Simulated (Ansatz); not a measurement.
Working through a comparison of functionals at one structure of Cs, space group Pnma

Computed with Ansatz 0.2.0 through its Python package.

The cells in order, each with its output:

In [1]:
```python
import csv

import ansatz as az
from pymatgen.core import Lattice, Structure
from pymatgen.io.ase import AseAtomsAdaptor
```

In [2]:
```python
pmg_structure = Structure(
    Lattice([(10.367185, 0.0, 0.0), (0.0, 8.237741, 0.0), (0.0, 0.0, 5.443964)]),
    ["Cs", "Cs", "Cs", "Cs"],
    [
        (0.131887, 0.75, 0.839231),
        (0.631887, 0.75, 0.660769),
        (0.868113, 0.25, 0.160769),
        (0.368113, 0.25, 0.339231),
    ],
)
cs = az.Crystal.from_ase(AseAtomsAdaptor.get_atoms(pmg_structure))
```

In [3]:
```python
setup = (
    cs.calculation()
    .basis(380)
    .kpoints(2, 3, 4)
    .occupations("Fermi-Dirac")
    .mixing("broyden", ndim=12, beta=0.2)
)
```

In [4]:
```python
rows = []
for value in ["lda", "pbesol", "blyp"]:
    r = setup.functional(value).run(threads=1).report
    rows.append((value, r["free_energy_ev"] / len(r["lattice"]["sites"]), r["n_iterations"], r["n_kpoints"]))
```
```text
DeckWarning: basis.ecutwfc = 380 eV is below the records' recommended 420 eV, and the density's cutoff is lower with it unless basis.ecutrho_ratio is high enough to keep the records' density cutoff: compare with a run at a higher cutoff
```

In [5]:
```python
with open("xc.csv", "w", newline="") as handle:
    writer = csv.writer(handle)
    writer.writerow(["functional", "F/atom (eV)", "iterations", "k-points"])
    writer.writerows([round(v, 5) if isinstance(v, float) else v for v in row] for row in rows)
print(open("xc.csv").read())
```
```text
functional,F/atom (eV),iterations,k-points
lda,-5504.84836,11,12
pbesol,-5585.79649,10,12
blyp,-5689.39983,12,12
```

Reading the output:
- The cutoff lies under the one recommended for these potentials.
- BLYP can be off by several per cent in the lattices of metals, and by several GPa in the pressure at a fixed cell.
- The mesh is modest for a metal, so energies can be off by several to tens of meV an atom and pressures by half a GPa or more; differences at equal mesh fare better.
- This isn't the structure that Cs takes at ambient conditions.
- Warnings are shown shortened and without file and line.
- Total energies of different functionals can't be compared; pressures, moments and gaps at this one structure can.
- The whole script took 33 s on 1 thread of Arm Neoverse V1, on a shared host, peak memory 0.63 GiB.
